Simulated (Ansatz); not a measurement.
# In3As: the cost of one run

Computed with Ansatz 0.2.0 (DFT PBE, scalar-relativistic, plane waves, PAW, unless a step's input says otherwise).

## (1) The starting structure

Symmetry: Im-3m, No. 229, cubic system. Conventional cell: a = 6.208 Å, b = 6.208 Å, c = 6.208 Å, α = 90.00°, β = 90.00°, γ = 90.00°. In (site symmetry 4/mmm) is surrounded by 4 In at 3.10 Å and 2 As at 3.10 Å. Around As (site symmetry m-3m) lie 6 In at 3.10 Å.

Coordinates:

```xyz
4
Lattice="-3.1042 3.1042 3.1042 3.1042 -3.1042 3.1042 3.1042 3.1042 -3.1042" Properties=species:S:1:pos:R:3 pbc="T T T"
In    3.1042    0.0000    0.0000
In    0.0000    3.1042    0.0000
In    0.0000    0.0000    3.1042
As    0.0000    0.0000    0.0000
```

The cell is invented: random cell by space group and Wyckoff sites (Im-3m, No. 229). Lengths come from tabulated atomic sizes and are only a guess.

## (2) The guess as it stands, on a coarse mesh

input.yaml

```yaml
crystal:
  lattice:
    - [-3.10416758, 3.10416758, 3.10416758]
    - [3.10416758, -3.10416758, 3.10416758]
    - [3.10416758, 3.10416758, -3.10416758]
  atoms:
    - { symbol: In, position: [0.0, 0.5, 0.5] }
    - { symbol: In, position: [0.5, 0.0, 0.5] }
    - { symbol: In, position: [0.5, 0.5, 0.0] }
    - { symbol: As, position: [0.0, 0.0, 0.0] }
basis:
  ecutwfc: 420
kpoints:
  mp_grid: { grid: [4, 4, 4] }
hamiltonian:
  xc: pbe
scf:
  occupations: { method: gaussian, width: 0.1 }
  lower_state_search: "off"
output:
  forces: true
  stress: true
  eigenvalues: true
```

The run is started by

```sh
ansatz run input.yaml --threads 1 --pin off --max-ram 2560MiB --backend cpu --events-out ev --progress --plain --runs-dir out
```

What time and memory should one allow on 1 thread of Arm Neoverse V2, shared host?

About 1.7 s, with a peak of 0.35 GiB.
